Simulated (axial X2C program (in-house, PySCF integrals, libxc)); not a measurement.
**All-electron X2C curves of TeSn**

What are the state, bond length, wavenumber and bond energy of TeSn, and what does spin–orbit coupling change?

Program: an in-house X2C program for linear molecules on PySCF integrals. Level of theory: all-electron X2C, Te dyall-cv3z, Sn dyall-cv3z. These are calculated values, not measurements.

### Step 1. Set-up

task.json reads:

```json
{
 "zs": [
  52,
  50
 ],
 "q": 0,
 "bas": [
  "dyall-cv3z",
  "dyall-cv3z"
 ],
 "levels": [
  "PBE0",
  "HF",
  "TPSS"
 ],
 "cc": true,
 "r0": 2.58,
 "thr": -1.0,
 "nmax": 90,
 "npts": 10,
 "nst": 2,
 "ntry": 6
}
```

Keys: zs atomic numbers; q charge; bas basis sets; levels methods (HF also brings MP2); cc coupled cluster on or off; r0 starting distance in Å; thr threshold in hartree for freezing inner shells (an s shell follows its p shell); nmax most natural virtual spinors; npts points asked for on the curve; nst determinants followed; ntry starts of the search.

The run is started by

```bash
$ python so2c.py task.json out
```

Spin-free means the one-electron spin-free X2C Hamiltonian; two-component (2c) means X2C with spin–orbit coupling and atomic mean-field two-electron Coulomb and Gaunt terms. Basis: Te dyall-cv3z contracted to [11s12p8d4f1g], Sn dyall-cv3z contracted to [11s12p9d4f1g]; Gaussian nuclei, density fitting. Masses: Te 129.906 u, Sn 119.902 u.

Notation: σ, π±, δ± give the projection m of an orbital's angular momentum (0, ±1, ±2), α and β its spin, Λ and M_S the sums; ω is the projection of a spinor's total angular momentum and Ω the sum. Logs are in hartree.

The results follow Hamiltonian by Hamiltonian and level by level.

### Step 2. State search with PBE0

Determinants are compared with PBE0 at 2.580 Å.

Spin-free determinants:

| ΔE (eV) | state | open shells |
| --- | --- | --- |
| 0.00 | M_S = 0, Λ = 0 | closed shell |
| 2.05 | M_S = 1, Λ = 2 | beyond closed shells: 2 × π+α, π+β, π-α |
| 2.05 | M_S = 1, Λ = 0 | beyond closed shells: π+α, π+β, 2 × π-α |
| 2.21 | M_S = 0, Λ = 2 | beyond closed shells: π+α, 2 × π+β, π-α |
| 2.36 | M_S = 1, Λ = 1 | beyond closed shells: σα, π+α |
| 2.58 | M_S = 0, Λ = 1 | beyond closed shells: σα, π+β |
| 4.20 | M_S = 2, Λ = 1 | beyond closed shells: σα, 2 × π+α, π+β, 2 × π-α |

Two-component determinants:

```tsv
ΔE (eV)	state	open shells
0.00	Ω = 0	closed shell
1.71	Ω = 1	excess of +ω over −ω: ω = -1/2, ω = 3/2
1.86	Ω = 2	excess of +ω over −ω: ω = 1/2, ω = 3/2
2.03	Ω = 3	excess of +ω over −ω: 2 × ω = 3/2
2.08	Ω = 1	excess of +ω over −ω: 2 × ω = 1/2
2.40	Ω = 1	excess of +ω over −ω: ω = -1/2, ω = 3/2
2.47	Ω = 2	excess of +ω over −ω: ω = 1/2, ω = 3/2
```

### Step 3. PBE0, spin-free

State followed: M_S = 0, Λ = 0 (closed shell). The scan is laid around 2.531 Å, a first estimate of the minimum, and this SCF restarts from the orbitals of the search.

The SCF at the reference distance of 2.531 Å:

```text
spin-free X2C-1e  PBE0
basis functions 253  fitting functions 1280  grid points 5803
iter        total energy     max residual
   1     -12968.575531122     5.65e+00
   2     -12969.682081891     5.04e-01
   3     -12969.788062072     1.33e-01
   4     -12969.797638293     8.44e-02
   5     -12969.803010921     2.95e-02
   6     -12969.803352485     4.58e-03
   7     -12969.803357391     1.73e-03
   8     -12969.803365453     2.03e-03
   9     -12969.803371296     3.52e-04
  10     -12969.803372200     3.17e-04
  11     -12969.803372365     8.20e-05
  12     -12969.803372373     8.63e-06
converged
one-electron -18900.72234913  Coulomb 5731.05365883  exact exchange -84.68596559  xc functional -259.05233102  nuclear repulsion 543.60361454
```

Along the bond, energies from the lowest point:

```
R (Å)  E (eV)  μ (D)  HOMO (eV)  LUMO (eV)  iterations
2.202  1.2515   1.08      -6.78      -2.14          28
2.303  0.5088   1.53      -6.88      -2.31          21
2.379  0.1951   1.86      -6.93      -2.44          19
2.455  0.0373   2.19      -6.82      -2.56          18
2.531  0.0000   2.52      -6.67      -2.68          12
2.620  0.0701   2.90      -6.52      -2.82          18
2.708  0.2294   3.26      -6.38      -2.95          16
2.822  0.5227   3.70      -6.22      -3.11          16
2.961  0.9619   4.19      -6.06      -3.29          15
3.164  1.6652   4.84      -5.86      -3.52          16
```

Dipoles are positive if Sn is the positive end.

Outer orbitals at the reference distance:

```csv
symmetry,occupied,ε (eV),atomic character
δ+α,yes,-29.10,100% Sn d
δ-α,yes,-29.10,100% Sn d
σα,yes,-28.96,99% Sn d
π-α,yes,-28.93,100% Sn d
π+α,yes,-28.93,100% Sn d
σα,yes,-16.76,"69% Te s, 15% Sn s, 9% Sn p"
σα,yes,-11.86,"60% Sn s, 21% Te p, 12% Te s"
σα,yes,-6.98,"46% Te p, 39% Sn p, 11% Sn s"
π+α,yes,-6.67,"71% Te p, 24% Sn p, 4% Sn d"
π-α,yes,-6.67,"71% Te p, 24% Sn p, 4% Sn d"
π+α,no,-2.68,"70% Sn p, 21% Te p, 4% Te d"
π-α,no,-2.68,"70% Sn p, 21% Te p, 4% Te d"
σα,no,-0.07,"48% Sn p, 18% Sn d, 16% Te p"
σα,no,1.48,"69% Sn s, 10% Te d, 9% Te s"
```

PBE0 fields in the half plane through the axis: z from -2.4 to 4.8 Å across, distance from the axis 0.15 to 2.25 Å upwards; Te lies at z = 0 and Sn at z = 2.531 Å; the ELF is damped to zero where the density is low.

log10 density (e/bohr³). Ten even steps from '0' (-4.20 ) to '9' (1.83 ):
```
0001122222222222222111100
0011222333332222222222110
0112233333333333333322211
1122334444443333443333221
1223344555444444444433321
1233445565554445665443322
1233456777655556776544332
1234456898655567987554332
```

ELF. Ten even steps from '0' (0.00 ) to '9' (0.91 ):
```
0000123444443211111211000
0002345666665322234454200
0023567777776433346777631
0135788888877543345789863
0257887655777532223689986
1368874232367422443379998
1468853787247326886359998
2478735686536238748348999
```

Re = 2.521 Å, ωe = 267.2 cm⁻¹, ωexe = 0.372 cm⁻¹, Be = 0.04255 cm⁻¹, De = 4.02 eV, μ = 2.48 D.

### Step 4. HF, spin-free

Output at 2.531 Å:

```text
spin-free X2C-1e  HF
basis functions 253  fitting functions 1280  grid points 5803
iter        total energy     max residual
   1     -12964.808938114     3.43e-01
   2     -12964.846384217     7.56e-03
   3     -12964.847619243     1.27e-02
   4     -12964.847932431     2.93e-03
   5     -12964.847974481     6.80e-04
   6     -12964.847984283     6.57e-04
   7     -12964.847985997     1.24e-04
   8     -12964.847986158     4.32e-05
   9     -12964.847986172     1.64e-05
  10     -12964.847986173     3.41e-06
  11     -12964.847986173     1.57e-06
converged
one-electron -18898.35071840  Coulomb 5728.76586975  exact exchange -338.86675206  xc functional 0.00000000  nuclear repulsion 543.60361454
```

Re = 2.508 Å, ωe = 282.3 cm⁻¹, ωexe = 0.351 cm⁻¹, Be = 0.04297 cm⁻¹, De = 1.84 eV, μ = 3.24 D.

### Step 5. TPSS, spin-free

Output at 2.531 Å:

```text
spin-free X2C-1e  TPSS
basis functions 253  fitting functions 1280  grid points 5803
iter        total energy     max residual
   1     -12969.933292379     2.04e-01
   2     -12969.935446590     8.09e-03
   3     -12969.936108134     3.60e-02
   4     -12969.936176522     4.67e-03
   5     -12969.936351920     7.69e-03
   6     -12969.936356405     1.90e-03
   7     -12969.936361111     1.54e-03
   8     -12969.936361497     7.95e-04
   9     -12969.936361612     4.75e-05
  10     -12969.936361613     7.06e-05
  11     -12969.936361615     2.42e-06
converged
one-electron -18899.53427602  Coulomb 5729.81217817  exact exchange 0.00000000  xc functional -343.81787831  nuclear repulsion 543.60361454
```

Re = 2.543 Å, ωe = 254.5 cm⁻¹, ωexe = 0.393 cm⁻¹, Be = 0.0418 cm⁻¹, De = 4.26 eV, μ = 2.32 D.

### Step 6. MP2 and beyond, spin-free

Correlated methods: 10 electrons correlated (frozen shells, counted by type: Te 4 s, 3 p, 2 d; Sn 4 s, 3 p, 2 d), 308 virtual spinors in MP2, 90 natural virtuals in coupled cluster.

Output of the correlated part at 2.531 Å:

```text
correlated 10  virtual 308  natural virtual 90  E(MP2) -0.207836618  MP2 remainder -0.006576522
iter   CCSD correlation   residual
   1     -0.208796240   1.61e-01
   2     -0.215729130   7.60e-02
   3     -0.218759846   3.27e-02
   4     -0.218844950   1.15e-02
   5     -0.218930930   4.70e-03
   6     -0.218932055   1.46e-03
   7     -0.218934993   3.57e-04
   8     -0.218937744   1.14e-04
   9     -0.218936582   3.26e-05
  10     -0.218936784   9.49e-06
  11     -0.218936598   3.12e-06
  12     -0.218936585   9.75e-07
(T) -0.014718757  T1 0.0426  D1 0.0631  max T2 0.076
```

T1 in the output is the amplitude norm over the root of the electron number; divide by √2 for the Lee–Taylor value.

MP2: Re = 2.549 Å, ωe = 262.0 cm⁻¹, Be = 0.04161 cm⁻¹, De = 3.90 eV.

CCSD: Re = 2.540 Å, ωe = 266.3 cm⁻¹, ωexe = 0.358 cm⁻¹, Be = 0.0419 cm⁻¹, De = 3.56 eV. T1 at Re = 0.031 (Lee–Taylor, the printed value over √2).

CCSD(T): Re = 2.560 Å, ωe = 253.7 cm⁻¹, ωexe = 0.407 cm⁻¹, Be = 0.04126 cm⁻¹, De = 3.84 eV. T1 at Re = 0.032 (Lee–Taylor, the printed value over √2).

### Step 7. A higher determinant, spin-free

State: M_S = 1, Λ = 2 (beyond closed shells: 2 × π+α, π+β, π-α).

Output at the reference distance:

```text
spin-free X2C-1e  PBE0
basis functions 253  fitting functions 1280  grid points 5803
iter        total energy     max residual
   1     -12968.474056522     6.09e+00
   2     -12969.589601395     5.80e-01
   3     -12969.707112265     1.33e-01
   4     -12969.716644615     8.84e-02
   5     -12969.721621642     3.57e-02
   6     -12969.721975747     4.88e-03
   7     -12969.722002758     3.99e-03
   8     -12969.722022671     1.12e-03
   9     -12969.722023637     1.57e-04
  10     -12969.722023746     1.37e-04
  11     -12969.722023769     3.26e-05
  12     -12969.722023770     6.37e-06
converged
one-electron -18900.06433864  Coulomb 5730.49832025  exact exchange -84.69846785  xc functional -259.06115207  nuclear repulsion 543.60361454
```

| R (Å) | E above the lowest PBE0 point (eV) |
| --- | --- |
| 2.202 | 4.668 |
| 2.303 | 3.533 |
| 2.379 | 2.937 |
| 2.455 | 2.509 |
| 2.531 | 2.214 |
| 2.620 | 1.998 |
| 2.708 | 1.889 |
| 2.822 | 1.863 |
| 2.961 | 1.949 |

No constants are quoted: too few points lie around the minimum for a second fit to confirm the first.

### Step 8. The spin-free curves together

Energy (eV) of the followed determinant, spin-free, from each level's lowest point:

```
R (Å)   PBE0     HF    MP2   CCSD  CCSD(T)   TPSS
2.202  1.252  1.253  1.468    n/a      n/a  1.352
2.303  0.509  0.491  0.643  0.612    0.672  0.582
2.379  0.195  0.174  0.277  0.256    0.298  0.245
2.455  0.037  0.023  0.075  0.065    0.086  0.063
2.531  0.000  0.000  0.000  0.000    0.000  0.000
2.620  0.070  0.095  0.034  0.046    0.018  0.038
2.708  0.229  0.285  0.164  0.188    0.129  0.164
2.822  0.523  0.625  0.432  0.467    0.363  0.413
2.961  0.962  1.127  0.866    n/a      n/a  0.796
3.164  1.665  1.916  1.653    n/a      n/a  1.416
```

### Step 9. PBE0, 2c

State followed: Ω = 0 (closed shell). The scan is laid around 2.531 Å, a first estimate of the minimum, and this SCF restarts from the orbitals of the search.

The SCF at the reference distance of 2.531 Å:

```text
two-component X2C + atomic mean field  PBE0
basis functions 253  fitting functions 1280  grid points 5803
iter        total energy     max residual
   1     -12963.117995015     5.15e+00
   2     -12964.232866179     4.61e-01
   3     -12964.338313031     1.13e-01
   4     -12964.347773514     8.35e-02
   5     -12964.353147270     2.52e-02
   6     -12964.353556190     1.82e-02
   7     -12964.353650633     1.04e-02
   8     -12964.353731369     6.37e-04
   9     -12964.353731598     3.29e-04
  10     -12964.353731970     5.05e-05
  11     -12964.353731974     2.40e-05
  12     -12964.353731975     6.66e-06
converged
one-electron -18884.96313275  Coulomb 5728.10654298  exact exchange -84.63439185  xc functional -258.90257512  nuclear repulsion 543.60361454  atomic mean-field constant -7.56378978
```

Along the bond, energies from the lowest point:

```csv
R (Å),E (eV),μ (D),HOMO (eV),LUMO (eV),iterations
2.202,1.2708,1.04,-6.78,-2.27,29
2.303,0.5231,1.47,-6.85,-2.44,20
2.379,0.2051,1.80,-6.74,-2.57,20
2.455,0.0426,2.12,-6.59,-2.69,19
2.531,0.0000,2.44,-6.45,-2.81,12
2.620,0.0631,2.80,-6.29,-2.94,19
2.708,0.2146,3.14,-6.16,-3.07,16
2.822,0.4960,3.56,-6.00,-3.22,17
2.961,0.9176,4.02,-5.84,-3.40,16
3.164,1.5874,4.59,-5.65,-3.61,19
```

Dipoles are positive if Sn is the positive end.

Outer spinors at the reference distance:

```
  ω  occupied  ε (eV)              atomic character     λ mixture
3/2       yes  -29.64                     100% Sn d  84% δ, 16% π
1/2       yes  -29.52                     100% Sn d  58% π, 42% σ
5/2       yes  -28.66                     100% Sn d        100% δ
3/2       yes  -28.53                     100% Sn d  84% π, 16% δ
1/2       yes  -28.52                     100% Sn d  58% σ, 42% π
1/2       yes  -16.76   69% Te s, 15% Sn s, 9% Sn p        100% σ
1/2       yes  -11.85  60% Sn s, 21% Te p, 12% Te s        100% σ
1/2       yes   -7.16   61% Te p, 27% Sn p, 8% Sn s  61% σ, 39% π
1/2       yes   -6.77   58% Te p, 34% Sn p, 4% Sn s  62% π, 38% σ
3/2       yes   -6.45   70% Te p, 25% Sn p, 4% Sn d        100% π
1/2        no   -2.81   71% Sn p, 20% Te p, 4% Te d   99% π, 1% σ
3/2        no   -2.49   69% Sn p, 22% Te p, 5% Te d        100% π
1/2        no   -0.06  48% Sn p, 18% Sn d, 16% Te p        100% σ
1/2        no    1.49   69% Sn s, 10% Te d, 9% Te s        100% σ
```

PBE0 fields in the half plane through the axis: z from -2.4 to 4.8 Å across, distance from the axis 0.15 to 2.25 Å upwards; Te lies at z = 0 and Sn at z = 2.531 Å; the ELF is damped to zero where the density is low.

log10 density (e/bohr³). Ten even steps from ' ' (-4.21 ) to '@' (1.83 ):
```
      ....::::::::::::::::::::::::::::........    
    ....::::::----------::::::::::::::::::::....  
  ....::::------------------------------::::::....
....::::----============------========------::::..
..::::----====++++++====================------::..
..::----====++++**++++++====++++****++====----::::
..::----==++**######**++++++++**####**++====----::
..::--====++**%%@@%%**++++++**##@@%%##++++==----::
```

ELF. Ten even steps from '0' (0.00 ) to '9' (0.90 ):
```
0000123444443211112211000
0002345666655322234454200
0023567777776433346777630
0135788888877543345789863
0257887655777532223689986
1367874232367422443379997
1468853787246326886359998
2478735686536238748348999
```

Re = 2.525 Å, ωe = 264.1 cm⁻¹, ωexe = 0.388 cm⁻¹, Be = 0.0424 cm⁻¹, De = 3.76 eV, μ = 2.42 D.

### Step 10. HF, 2c

Output at 2.531 Å:

```text
two-component X2C + atomic mean field  HF
basis functions 253  fitting functions 1280  grid points 5803
iter        total energy     max residual
   1     -12959.354332395     3.98e-01
   2     -12959.391616782     7.53e-03
   3     -12959.392833442     1.40e-02
   4     -12959.393122840     2.87e-03
   5     -12959.393164179     7.60e-04
   6     -12959.393173623     6.96e-04
   7     -12959.393175295     1.24e-04
   8     -12959.393175483     4.86e-05
   9     -12959.393175514     2.47e-05
  10     -12959.393175527     9.11e-06
  11     -12959.393175533     1.20e-05
  12     -12959.393175535     4.49e-06
  13     -12959.393175535     1.29e-06
converged
one-electron -18882.59961840  Coulomb 5725.82610067  exact exchange -338.65948256  xc functional 0.00000000  nuclear repulsion 543.60361454  atomic mean-field constant -7.56378978
```

Re = 2.514 Å, ωe = 277.6 cm⁻¹, ωexe = 0.379 cm⁻¹, Be = 0.04276 cm⁻¹, De = 1.57 eV, μ = 3.15 D.

### Step 11. TPSS, 2c

The SCF at the reference distance of 2.531 Å:

```text
two-component X2C + atomic mean field  TPSS
basis functions 253  fitting functions 1280  grid points 5803
iter        total energy     max residual
   1     -12964.478312961     2.04e-01
   2     -12964.480555909     7.67e-03
   3     -12964.481174890     3.39e-02
   4     -12964.481225034     5.08e-03
   5     -12964.481401000     7.16e-03
   6     -12964.481404707     1.72e-03
   7     -12964.481409248     1.44e-03
   8     -12964.481409580     7.31e-04
   9     -12964.481409684     4.89e-05
  10     -12964.481409685     6.72e-05
  11     -12964.481409687     2.54e-06
converged
one-electron -18883.76534864  Coulomb 5726.85533604  exact exchange 0.00000000  xc functional -343.61122185  nuclear repulsion 543.60361454  atomic mean-field constant -7.56378978
```

Re = 2.547 Å, ωe = 252.1 cm⁻¹, ωexe = 0.403 cm⁻¹, Be = 0.04167 cm⁻¹, De = 4.07 eV, μ = 2.27 D.

### Step 12. Correlated methods, 2c

Correlated methods: 10 electrons correlated (frozen shells, counted by type: Te 4 s, 3 p, 2 d; Sn 4 s, 3 p, 2 d), 308 virtual spinors in MP2, 90 natural virtuals in coupled cluster.

Output of the correlated part at 2.531 Å:

```text
correlated 10  virtual 308  natural virtual 90  E(MP2) -0.206289411  MP2 remainder -0.006673305
iter   CCSD correlation   residual
   1     -0.207765486   1.56e-01
   2     -0.214581073   7.24e-02
   3     -0.217479797   3.16e-02
   4     -0.217561653   1.11e-02
   5     -0.217644975   4.52e-03
   6     -0.217646804   1.45e-03
   7     -0.217650060   4.20e-04
   8     -0.217653184   1.87e-04
   9     -0.217651542   9.89e-05
  10     -0.217652252   5.33e-05
  11     -0.217651776   2.06e-05
  12     -0.217651994   7.61e-06
  13     -0.217652008   2.82e-06
(T) -0.014316096  T1 0.0410  D1 0.0627  max T2 0.076
```

MP2: Re = 2.551 Å, ωe = 261.9 cm⁻¹, Be = 0.04156 cm⁻¹, De = 3.60 eV.

CCSD: Re = 2.545 Å, ωe = 262.8 cm⁻¹, ωexe = 0.386 cm⁻¹, Be = 0.04174 cm⁻¹, De = 3.10 eV. T1 at Re = 0.030 (Lee–Taylor, the printed value over √2).

CCSD(T): Re = 2.563 Å, ωe = 252.1 cm⁻¹, ωexe = 0.4 cm⁻¹, Be = 0.04115 cm⁻¹, De = 3.33 eV. T1 at Re = 0.031 (Lee–Taylor, the printed value over √2).

### Step 13. A higher determinant, 2c

State: Ω = 1 (excess of +ω over −ω: ω = -1/2, ω = 3/2).

Output at the reference distance:

```text
two-component X2C + atomic mean field  PBE0
basis functions 253  fitting functions 1280  grid points 5803
iter        total energy     max residual
   1     -12963.030044341     5.28e+00
   2     -12964.153787859     5.07e-01
   3     -12964.269107519     1.19e-01
   4     -12964.279372346     8.78e-02
   5     -12964.284794923     2.91e-02
   6     -12964.285192908     6.21e-03
   7     -12964.285228582     3.98e-03
   8     -12964.285252241     1.71e-03
   9     -12964.285253619     4.88e-04
  10     -12964.285253755     1.29e-04
  11     -12964.285253782     1.02e-04
  12     -12964.285253784     1.93e-05
converged
one-electron -18884.58925464  Coulomb 5727.82717280  exact exchange -84.64781061  xc functional -258.91518609  nuclear repulsion 543.60361454  atomic mean-field constant -7.56378978
```

| R (Å) | E above the lowest PBE0 point (eV) |
| --- | --- |
| 2.202 | 4.313 |
| 2.303 | 3.181 |
| 2.379 | 2.587 |
| 2.455 | 2.159 |
| 2.531 | 1.863 |
| 2.620 | 1.647 |
| 2.708 | 1.537 |
| 2.822 | 1.507 |
| 2.961 | 1.588 |

No constants are quoted: too few points lie around the minimum for a second fit to confirm the first.

### Step 14. The 2c curves together

Energy (eV) of the followed determinant, 2c, from each level's lowest point:

| R (Å) | PBE0 | HF | MP2 | CCSD | CCSD(T) | TPSS |
| --- | --- | --- | --- | --- | --- | --- |
| 2.202 | 1.271 | 1.280 | 1.479 | n/a | n/a | 1.368 |
| 2.303 | 0.523 | 0.511 | 0.650 | 0.627 | 0.682 | 0.593 |
| 2.379 | 0.205 | 0.189 | 0.282 | 0.267 | 0.305 | 0.253 |
| 2.455 | 0.043 | 0.031 | 0.077 | 0.070 | 0.090 | 0.067 |
| 2.531 | 0.000 | 0.000 | 0.000 | 0.000 | 0.000 | 0.000 |
| 2.620 | 0.063 | 0.084 | 0.031 | 0.039 | 0.014 | 0.033 |
| 2.708 | 0.215 | 0.261 | 0.161 | 0.172 | 0.121 | 0.153 |
| 2.822 | 0.496 | 0.580 | 0.432 | 0.437 | 0.350 | 0.394 |
| 2.961 | 0.918 | 1.043 | 0.892 | n/a | n/a | 0.765 |
| 3.164 | 1.587 | 1.707 | 1.824 | n/a | n/a | 1.365 |

The whole job took 3.8 min on 1 thread of Arm Neoverse V1, shared host; peak memory 0.77 GiB.

### Step 15. Results

Lowest determinant that the search found at its distance, spin-free: M_S = 0, Λ = 0 (closed shell).

Lowest determinant that the search found at its distance, 2c: Ω = 0 (closed shell).

```json
{"Hamiltonian": "spin-free", "level": "PBE0", "Re (Å)": "2.521", "ωe (cm⁻¹)": "267.2", "De (eV)": "4.02", "μ (D)": "2.48"}
{"Hamiltonian": "spin-free", "level": "HF", "Re (Å)": "2.508", "ωe (cm⁻¹)": "282.3", "De (eV)": "1.84", "μ (D)": "3.24"}
{"Hamiltonian": "spin-free", "level": "MP2", "Re (Å)": "2.549", "ωe (cm⁻¹)": "262.0", "De (eV)": "3.90", "μ (D)": "n/a"}
{"Hamiltonian": "spin-free", "level": "CCSD", "Re (Å)": "2.540", "ωe (cm⁻¹)": "266.3", "De (eV)": "3.56", "μ (D)": "n/a"}
{"Hamiltonian": "spin-free", "level": "CCSD(T)", "Re (Å)": "2.560", "ωe (cm⁻¹)": "253.7", "De (eV)": "3.84", "μ (D)": "n/a"}
{"Hamiltonian": "spin-free", "level": "TPSS", "Re (Å)": "2.543", "ωe (cm⁻¹)": "254.5", "De (eV)": "4.26", "μ (D)": "2.32"}
{"Hamiltonian": "2c", "level": "PBE0", "Re (Å)": "2.525", "ωe (cm⁻¹)": "264.1", "De (eV)": "3.76", "μ (D)": "2.42"}
{"Hamiltonian": "2c", "level": "HF", "Re (Å)": "2.514", "ωe (cm⁻¹)": "277.6", "De (eV)": "1.57", "μ (D)": "3.15"}
{"Hamiltonian": "2c", "level": "MP2", "Re (Å)": "2.551", "ωe (cm⁻¹)": "261.9", "De (eV)": "3.60", "μ (D)": "n/a"}
{"Hamiltonian": "2c", "level": "CCSD", "Re (Å)": "2.545", "ωe (cm⁻¹)": "262.8", "De (eV)": "3.10", "μ (D)": "n/a"}
{"Hamiltonian": "2c", "level": "CCSD(T)", "Re (Å)": "2.563", "ωe (cm⁻¹)": "252.1", "De (eV)": "3.33", "μ (D)": "n/a"}
{"Hamiltonian": "2c", "level": "TPSS", "Re (Å)": "2.547", "ωe (cm⁻¹)": "252.1", "De (eV)": "4.07", "μ (D)": "2.27"}
```

Dipoles are positive if Sn is the positive end.

Time per point (s) on 1 thread of Arm Neoverse V1, shared host (2c runs; CCSD comes with the CCSD(T) run); the times are rough: PBE0 1.7, HF 1.4, MP2 1.6, CCSD(T) 5.1, TPSS 1.5.

At CCSD(T), going from spin-free to two-component changes Re by +3 mÅ, ωe by -0.6 %; the spin-free picture holds up (part of it comes from the scalar share of the two-electron terms). De moves by -0.51 eV; both De rest on single-determinant atoms, which can miss part of an open shell's spin–orbit lowering.

De refers to Te + Sn, each in the lowest determinant found, which need not be this curve's own limit. The state is a single determinant with fixed occupations, the lowest that a limited PBE0 search found. The closed shell is kept restricted; where the fragments are open shells, the energy then runs too high at long range. Dissociation energies refer to the lowest single-determinant-based atoms at the same level and basis. CCSD and (T) use frozen natural virtuals with an MP2 correction for the truncation. The meta-GGAs lack a current-density term, which matters for open shells with orbital currents, atoms included. With the outer-core shells frozen, correlated bond lengths of heavy atoms tend to come out a few hundredths of an ångström too long. T1 at Re is 0.032 (Lee–Taylor), above the customary mark of 0.02.
